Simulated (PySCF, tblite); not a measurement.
**C4H16BNSi: geometry, infrared bands and NMR shifts**

Wanted: the infrared bands and NMR shifts of C4H16BNSi (`CC(C)[NH2+][BH2-]C[SiH3]`), by calculation.

The runs use tblite 0.8.0 and PySCF 2.14.0, with density-fitted response routines of our own; the level of theory stands in each step. All values are computed, except where a source is named. Atoms count from 0, in the outputs and in this text.

### 1 The molecule as given

23 atoms, charge 0, multiplicity 1; geometry from: force field or distance geometry start.

Bonds of the start (Å): C0–C1 1.50, C1–C2 1.52, C1–N3 1.44, N3–B4 1.50, B4–C5 1.60, C5–Si6 1.87, C0–H7 1.12, C0–H8 1.09, C0–H9 1.12, C1–H10 1.11, C2–H11 1.11, C2–H12 1.13, C2–H13 1.10, N3–H14 1.06, N3–H15 1.05, B4–H16 1.17, B4–H17 1.20, C5–H18 1.10, C5–H19 1.12, Si6–H20 1.46, Si6–H21 1.48, Si6–H22 1.47.

### 2 Relaxing the molecule with GFN2-xTB

The job: settings as JSON, then the geometry in Å.

```
{"job": {"kind": "relax", "xc": "GFN2-xTB", "basis": "xTB"}, "charge": 0, "multiplicity": 1}
C     -2.122800    -0.820000    -0.719900
C     -1.397500     0.409800    -0.272100
C     -2.322100     1.114900     0.710800
N     -0.154300     0.155600     0.405300
B      0.742400    -0.879100    -0.216500
C      2.055700    -0.267700    -0.894000
Si     3.178300     0.332100     0.478600
H     -3.158100    -0.512200    -1.026100
H     -1.695600    -1.322200    -1.592200
H     -2.249200    -1.487400     0.174100
H     -1.254800     1.128100    -1.103700
H     -2.771900     2.024200     0.268900
H     -3.196500     0.441400     0.949000
H     -1.846100     1.332400     1.673800
H     -0.371500    -0.189600     1.389000
H      0.360700     1.056200     0.580100
H      0.247100    -1.576400    -1.015300
H      1.142900    -1.605500     0.649400
H      1.818100     0.539200    -1.610100
H      2.570300    -1.136400    -1.376800
H      4.561100     0.129300     0.047100
H      2.936100    -0.565100     1.634500
H      2.922900     1.725600     0.876100
```

Run with:

```console
$ OMP_NUM_THREADS=1 python probes_run.py task.json out
```

One launch serves the whole session: the jobs run in the order shown.

**Question.** This job is followed by: GFN2-xTB harmonic vibrations, gas phase; GIAO PBE0/pcSseg-1 NMR shielding, non-relativistic, gas phase. Predict these results of the whole session: strongest single infrared mode (GFN2-xTB); zero-point energy (GFN2-xTB); ¹³C shifts against TMS (PBE0/pcSseg-1, means over atoms taken as alike); ¹H shifts against TMS (PBE0/pcSseg-1, means over atoms taken as alike); ¹⁵N shifts against NH3 (PBE0/pcSseg-1); ¹¹B shifts against BF3·OEt2 (PBE0/pcSseg-1); ²⁹Si shifts against TMS (PBE0/pcSseg-1).

As calculated:

| quantity | value |
| --- | --- |
| strongest single infrared mode (GFN2-xTB) | 2025 cm⁻¹, 499 km/mol |
| zero-point energy (GFN2-xTB) | 122.2 kcal/mol |
| ¹³C shifts against TMS (PBE0/pcSseg-1, means over atoms taken as alike) | 44.8, 24.2, -6.8 ppm |
| ¹H shifts against TMS (PBE0/pcSseg-1, means over atoms taken as alike) | 3.82, 3.01, 2.84, 2.32, 1.24, -0.15 ppm |
| ¹⁵N shifts against NH3 (PBE0/pcSseg-1) | 80.8 ppm |
| ¹¹B shifts against BF3·OEt2 (PBE0/pcSseg-1) | -19.3 ppm |
| ²⁹Si shifts against TMS (PBE0/pcSseg-1) | -79.1 ppm |

Over 171 steps the energy fell by 1.261 eV; of the close pairs, N3–B4 changed most, 1.504 to 1.648 Å. All 63 modes are real, so the xTB geometry is a minimum. The strongest single mode, at 2025 cm⁻¹, moves mainly H22. GFN2-xTB is a fitted tight-binding method: band positions and strengths are rough. Its intensities can rank the bands wrongly. C1 (sp3 CH bonded to N) lies farthest downfield among carbon, at 44.8 ppm; pulled downfield by the heteroatom. At PBE0/pcSseg-1: The largest span, 99 ppm, is at Si6, where the paramagnetic term is -452 ppm.
